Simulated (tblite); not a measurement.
# C6H16OSi2: the cost of one run

Computed with tblite 0.8.0 (tight binding) and PySCF 2.14.0 (DFT, with response routines of our own); each step states its level. Atoms count from 0 throughout.

## 1. The molecule as given

25 atoms, charge 0, multiplicity 1; geometry from: MMFF94s geometry. This is the first candidate.

Bonds of the start (Å): C0–H10 1.10, C0–H11 1.10, C0–H9 1.09, C0–O1 1.43, C3–C4 1.54, C3–H13 1.11, C3–H14 1.09, C4–H15 1.09, C4–H16 1.10, C4–Si5 1.91, C6–H18 1.09, C6–H19 1.09, C6–H20 1.10, C7–C8 1.54, C7–H21 1.10, C7–H22 1.10, C8–H23 1.10, C8–H24 1.10, O1–Si2 1.65, Si2–C3 1.91, Si2–C8 1.91, Si2–H12 1.48, Si5–C6 1.85, Si5–C7 1.92 and more.

## 2. GFN2-xTB relaxation, isomer A, conformer 1

What the job is given:

```
{"job": {"xc": "GFN2-xTB", "basis": "xTB", "kind": "relax"}, "charge": 0, "multiplicity": 1}
C      4.075900     0.007300    -0.071600
O      2.948600     0.399700     0.710100
Si     1.461800     0.471300     0.003000
C      0.713100    -1.247100    -0.349700
C     -0.728800    -1.258900    -0.876100
Si    -2.016700    -0.375200     0.223700
C     -3.660000    -0.256400    -0.613800
C     -1.268500     1.363500     0.561100
C      0.172100     1.358300     1.099800
H      4.952700     0.020500     0.571100
H      4.229900     0.712700    -0.895500
H      3.941500    -1.009900    -0.459000
H      1.563900     1.203600    -1.277600
H      0.761300    -1.821700     0.594600
H      1.363600    -1.758100    -1.054900
H     -1.060200    -2.291600    -1.012300
H     -0.752700    -0.769200    -1.863900
H     -2.120000    -1.112500     1.512400
H     -3.585200     0.282500    -1.553400
H     -4.059300    -1.252800    -0.814700
H     -4.387100     0.275600     0.022700
H     -1.318200     1.922800    -0.383200
H     -1.922100     1.881900     1.282600
H      0.185100     0.875600     2.084500
H      0.498100     2.402200     1.239200
```

The run is started by

```sh
$ OMP_NUM_THREADS=1 python ens_run.py task.json out
```

One launch serves the whole session.

**Question.** How long does this first job take on 1 thread of AMD EPYC, shared host?

About 3.2 s.
